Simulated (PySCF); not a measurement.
Here is a PySCF 2.14.0 calculation.

File run.py:

```python
import json
import numpy as np
from pyscf.pbc import gto, scf, dft, df
from pyscf.pbc.tools import pyscf_ase
from ase.io import read

atoms = read('CuH2BrO.xyz')
cell = pyscf_ase.cell_from_ase(atoms)
cell.basis = 'def2-svp'
cell.exp_to_discard = 0
cell.precision = 1e-08
cell.max_memory = 2520  # MB
cell.verbose = 4
cell.build()

res = {}
kpts = cell.make_kpts([1, 1, 1])
mf = dft.KRKS(cell, kpts, xc='pbe')
mf = mf.density_fit()
mf.with_df._cderi_to_save = 'cderi.h5'
mf.with_df.build(j_only=False)
mf.conv_tol = 1e-07
mf.max_cycle = 60

mf.kernel()
res.update(converged=bool(mf.converged), e_tot=mf.e_tot, nelec=cell.nelectron, nao=cell.nao, mesh=list(map(int, cell.mesh)), a=cell.lattice_vectors().tolist(), coords=cell.atom_coords().tolist(),
           mo_energy=[np.real(x).tolist() for x in mf.mo_energy], mo_occ=[np.real(x).tolist() for x in mf.mo_occ])
res.update(kpts=cell.get_scaled_kpts(kpts).tolist())
res['parts'] = {k: float(np.real(v)) for k, v in mf.scf_summary.items() if np.isscalar(v)}
json.dump(res, open('results.json', 'w'))
if not mf.converged:
    raise SystemExit('SCF not converged')

print('levels (eV)')
for i, kp in enumerate(res['kpts'][:40]):
    print('k %7.4f %7.4f %7.4f  ' % tuple(kp), ' '.join('%.3f' % (x * 27.211386) for x in res['mo_energy'][i][:42]))

# Mulliken populations
dm, s = np.asarray(mf.make_rdm1()), np.asarray(mf.get_ovlp())
sites = cell.aoslice_by_atom()[:, 2:]
tot = np.einsum('kij,kji->i', dm, s).real / len(kpts)
res['mulliken'] = [cell.atom_charge(i) - tot[a0:a1].sum() for i, (a0, a1) in enumerate(sites)]
print('Mulliken charges', np.round(res['mulliken'], 5))
res['meta_lowdin'] = mf.mulliken_meta()[1].tolist()

# density on a uniform mesh
grids = dft.gen_grid.UniformGrids(cell)
grids.mesh = [67, 61, 61]
grids.build()
ni = dft.numint.KNumInt()
rho = [ni.get_rho(cell, x, grids, kpts) for x in [dm]]
np.save('rho.npy', np.reshape(rho, (-1, *grids.mesh)))
res['done'] = True
json.dump(res, open('results.json', 'w'))
```

Contents of CuH2BrO.xyz:

```xyz
5
Lattice="13.0000000000 0.0000000000 0.0000000000 0.0000000000 12.0000000000 0.0000000000 0.0000000000 0.0000000000 12.0000000000" Properties=species:S:1:pos:R:3 pbc="T T T"
O      5.4902250000      7.1610240000      5.6059800000
Cu     6.8490760000      6.0785760000      6.4636320000
Br     8.4578000000      4.7964960000      7.3880400000
H      4.5748430000      6.9188520000      5.8659360000
H      5.5835130000      7.2807120000      4.6553640000
```

Potentials or basis: def2-svp (all-electron).

Launch:

```sh
$ OMP_NUM_THREADS=2 python -u run.py > log
```

Q: Predict the meta-löwdin charges.

A: O -0.57; Cu +0.44; Br -0.58; H +0.35, +0.36 e.

Q: Estimate the gap between the frontier levels.

A: 2.69 eV.

Caveat: this is a molecule in a periodic box at the Γ point, so its band gap is the HOMO-LUMO gap; relativity is left out, which matters for the heavier elements; the basis of atomic orbitals isn't converged, which shifts pressures, moduli and gaps.
